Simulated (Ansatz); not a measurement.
# CH₆BBrOSi: basis-set convergence

An exercise on one series of results from a longer session: the logs are not shown, and one member is left open.

Computed with Ansatz 0.2.0, Gaussian basis. Level: one geometry, several basis sets.

Levels to be run: PBE0-D4/def2-SVP; ωB97M-V/def2-SVP; PBE0-D4/def2-QZVPP; ωB97M-V/def2-QZVPP; the functionals' def2-TZVPP values are taken from earlier runs.

### Structure used throughout

The geometry comes from an earlier relaxation with PBE0-D4 in a triple-zeta def2 set; it is a stationary point, not always the lowest conformer.

SMILES `BOC([SiH3])Br`, 11 atoms, charge 0, spin multiplicity 1.

Atoms are counted from 1 here; the program's logs count them from 0.

Bond lengths: B1–O2 1.351 Å, B1–H6 1.194 Å, B1–H7 1.195 Å, O2–C3 1.397 Å, C3–Si4 1.902 Å, C3–Br5 1.970 Å, C3–H8 1.089 Å, Si4–H9 1.482 Å, Si4–H10 1.482 Å, Si4–H11 1.486 Å. Angles: O2–B1–H6 115.2°, O2–B1–H7 121.1°, H6–B1–H7 123.6°, B1–O2–C3 126.2°, O2–C3–Si4 112.9°, O2–C3–Br5 113.6°, O2–C3–H8 107.0°, Si4–C3–Br5 107.2°, Si4–C3–H8 112.7°, Br5–C3–H8 103.1°, C3–Si4–H9 107.6°, C3–Si4–H10 109.0°, C3–Si4–H11 108.2°, H9–Si4–H10 111.5°, H9–Si4–H11 110.1°, H10–Si4–H11 110.3°.

The first run:

in.yaml

```yaml
crystal:
  periodic: [false, false, false]
  atoms:
    - {symbol: B, position_ang: [-1.008275, 1.349870, 1.021340]}
    - {symbol: O, position_ang: [0.274986, 0.961592, 0.851332]}
    - {symbol: C, position_ang: [0.802912, 0.327445, -0.275424]}
    - {symbol: Si, position_ang: [0.319809, -1.508903, -0.386676]}
    - {symbol: Br, position_ang: [0.275192, 1.173420, -1.974528]}
    - {symbol: H, position_ang: [-1.265011, 1.801399, 2.096479]}
    - {symbol: H, position_ang: [-1.810740, 1.233941, 0.143106]}
    - {symbol: H, position_ang: [1.881402, 0.477311, -0.249300]}
    - {symbol: H, position_ang: [-1.156252, -1.577702, -0.504454]}
    - {symbol: H, position_ang: [0.987745, -2.112713, -1.563169]}
    - {symbol: H, position_ang: [0.763632, -2.182759, 0.861695]}
basis:
  gaussian: {orbitals: def2-SVP}
hamiltonian: {xc: pbe0, dispersion: d4}
output: {orbitals: {seedname: orbitals}}
```

The run is started by

```console
ansatz run in.yaml --threads 4 --pin off --events-out ev --progress --plain --max-ram 10444MiB
```

Among the steps run: PBE0-D4 in def2-SVP; ωB97M-V in def2-SVP; PBE0-D4 in def2-QZVPP; ωB97M-V in def2-QZVPP.

One table of the session follows, with a row left open; its other results are not shown here.

It belongs to the step «Functionals by basis». 

```
functional       basis  HOMO (eV)
   PBE0-D4    def2-SVP      -7.82
   PBE0-D4  def2-TZVPP      -7.88
   PBE0-D4  def2-QZVPP      -7.89
   ωB97M-V    def2-SVP          ?
   ωB97M-V  def2-TZVPP     -10.12
   ωB97M-V  def2-QZVPP     -10.13
```

**Question.** Estimate the row for ωB97M-V, def2-SVP.

The run gave: HOMO (eV): -10.04. In the column «HOMO (eV)» it lies between ωB97M-V, def2-TZVPP (-10.12) and PBE0-D4, def2-QZVPP (-7.89).
